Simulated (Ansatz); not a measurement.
# Ti5B7N12: the cost of one run

All numbers below are computed with Ansatz 0.2.0 (DFT PBE, scalar-relativistic, plane waves, PAW).

### Step 1. The system as given

The cell holds 24 atoms (B7N12Ti5): a = 6.067 Å, b = 6.189 Å, c = 6.166 Å, α = 90.90°, β = 87.36°, γ = 92.70°.

It is the last frame of an earlier stage of the same melt, run at 4000 K.

Its coordinates follow in the input file.

### Step 2. A single point on the frame at 4000 K

The electrons keep the Fermi-Dirac width of that temperature.

input.yaml

```yaml
crystal:
  lattice:
    - [6.063779, -0.143741, 0.140335]
    - [-0.143741, 6.18717, -0.047069]
    - [0.140335, -0.047069, 6.164055]
  atoms:
    - { symbol: Ti, position: [0.0774398663, 0.3646809756, 0.2757586247] }
    - { symbol: Ti, position: [0.5504945093, 0.2902157082, 0.7260476858] }
    - { symbol: Ti, position: [0.5041526406, 0.9467456558, 0.4086050276] }
    - { symbol: Ti, position: [0.2648101216, 0.5818651058, 0.7655561781] }
    - { symbol: Ti, position: [0.5865221378, 0.3869616158, 0.2338999076] }
    - { symbol: "N", position: [0.9547940615, 0.6175554548, 0.5920237386] }
    - { symbol: "N", position: [0.7599366801, 0.7909899886, 0.1596885938] }
    - { symbol: "N", position: [0.2369451984, 0.2549018001, 0.9084651784] }
    - { symbol: "N", position: [0.6045821751, 0.5861196978, 0.7658213853] }
    - { symbol: "N", position: [0.371393405, 0.216651332, 0.477942515] }
    - { symbol: "N", position: [0.9894097864, 0.495098115, 0.9984155253] }
    - { symbol: "N", position: [0.3657121164, 0.824537645, 0.9275836492] }
    - { symbol: "N", position: [0.6011962702, 0.1571122036, 0.9892647942] }
    - { symbol: "N", position: [0.7637871112, 0.2552491447, 0.360207541] }
    - { symbol: "N", position: [0.3595337363, 0.6013615265, 0.3873016083] }
    - { symbol: "N", position: [0.7546123538, 0.03183871, 0.6278487029] }
    - { symbol: "N", position: [0.0553527265, 0.9107091056, 0.3668637261] }
    - { symbol: B, position: [0.8249749086, 0.6248123601, 0.8607491435] }
    - { symbol: B, position: [0.1661270964, 0.6851034773, 0.4497571713] }
    - { symbol: B, position: [0.9760663286, 0.9698057922, 0.1843465611] }
    - { symbol: B, position: [0.9205188902, 0.8642843731, 0.5455775531] }
    - { symbol: B, position: [0.0660240104, 0.1222207529, 0.970087688] }
    - { symbol: B, position: [0.9187629609, 0.9626602093, 0.8239927737] }
    - { symbol: B, position: [0.5372455681, 0.9377071102, 0.9818783727] }
basis:
  ecutwfc: 420
kpoints:
  mp_grid: { grid: [4, 4, 4] }
hamiltonian:
  xc: pbe
scf:
  occupations: { method: fermi_dirac, width: 0.3447 }
output:
  forces: true
  stress: true
  eigenvalues: true
  populations: true
  write_density: true
  write_potential: true
  elf: true
  volumetric_format: npy
```

Run with:

```
$ ansatz run input.yaml --threads 2 --pin off --max-ram 5120MiB --backend cpu --events-out ev --progress --plain --runs-dir out
```

**Question.** How long does this run take on 2 threads of Arm Neoverse V2, shared host, and how much memory does it need?

About 73 s, with a peak of 0.93 GiB.
